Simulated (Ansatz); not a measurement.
# BaNa2NiP2O8: the cost of one run

Method: DFT PBE+U (U_eff = 6.2 eV on Ni 3d), scalar-relativistic, plane waves, PAW, in Ansatz 0.2.0.

### 1 The starting structure

The structure is trigonal, space group P-3m1 (No. 164). The conventional cell has a = 5.281 Å, b = 5.281 Å, c = 6.959 Å, α = 90.00°, β = 90.00°, γ = 120.00°. Na (site symmetry 3m) is surrounded by 7 O at 2.40 to 2.64 Å. Ba (site symmetry -3m) has 12 O at 2.76 to 3.05 Å in its first shell of neighbours. Ni (site symmetry -3m) has 6 O at 2.04 Å in its first shell of neighbours. Around P (site symmetry 3m) lie 4 O at 1.52 to 1.53 Å. O (site symmetry 3m) has 1 P at 1.52 Å in its first shell of neighbours. O (site symmetry m) is surrounded by 1 P at 1.53 Å and 1 Ni at 2.04 Å.

As a file:

```
Na Ba Ni P O
1.0
     5.28060    0.00000    0.00000
    -2.64030    4.57313    0.00000
     0.00000    0.00000    6.95910
Na Ba Ni P O
2 1 1 2 8
Direct
  0.33333 0.66667 0.18092
  0.66667 0.33333 0.81908
  0.00000 0.00000 0.50000
  0.00000 0.00000 0.00000
  0.33333 0.66667 0.74321
  0.66667 0.33333 0.25679
  0.33333 0.66667 0.52536
  0.66667 0.33333 0.47464
  0.82293 0.64586 0.17869
  0.82293 0.17707 0.17869
  0.35414 0.17707 0.17869
  0.17707 0.35414 0.82132
  0.17707 0.82293 0.82132
  0.64586 0.82293 0.82132
```

Starting moments: Ni 2.00 μB.

### 2 First run, at the start cell

input.yaml reads:

```yaml
crystal:
  lattice:
    - [5.2806, 0.0, 0.0]
    - [-2.6403, 4.57313375, 0.0]
    - [0.0, 0.0, 6.9591]
  atoms:
    - { symbol: Na, position: [0.33333333, 0.66666667, 0.180922] }
    - { symbol: Na, position: [0.66666667, 0.33333333, 0.819078] }
    - { symbol: Ba, position: [0.0, 0.0, 0.5] }
    - { symbol: Ni, position: [0.0, 0.0, 0.0], spin: 2.0 }
    - { symbol: P, position: [0.33333333, 0.66666667, 0.743207] }
    - { symbol: P, position: [0.66666667, 0.33333333, 0.256793] }
    - { symbol: O, position: [0.33333333, 0.66666667, 0.525363] }
    - { symbol: O, position: [0.66666667, 0.33333333, 0.474637] }
    - { symbol: O, position: [0.8229305, 0.645861, 0.178685] }
    - { symbol: O, position: [0.8229305, 0.1770695, 0.178685] }
    - { symbol: O, position: [0.354139, 0.1770695, 0.178685] }
    - { symbol: O, position: [0.1770695, 0.354139, 0.821315] }
    - { symbol: O, position: [0.1770695, 0.8229305, 0.821315] }
    - { symbol: O, position: [0.645861, 0.8229305, 0.821315] }
basis:
  ecutwfc: 420
  ecutrho_ratio: 4
kpoints:
  mp_grid: { grid: [3, 3, 2] }
hamiltonian:
  xc: pbe
  hubbard: { sites: [{ species: Ni, l: d, u_eff: 6.2 }] }
scf:
  occupations: { method: gaussian, width: 0.05 }
output:
  forces: true
  stress: true
  eigenvalues: true
  populations: true
  hubbard: { sites: [{ species: Ni, l: d }] }
magnetization:
  spin_polarized: true
```

The run is started by

```console
ansatz run input.yaml --threads 8 --pin off --max-ram 22528MiB --backend cpu --events-out ev --progress --plain --runs-dir out
```

**Question.** How long does this run take on 8 threads of AMD EPYC (Zen 3), shared host, and how much memory does it need?

About 22 s, with a peak of 0.92 GiB.
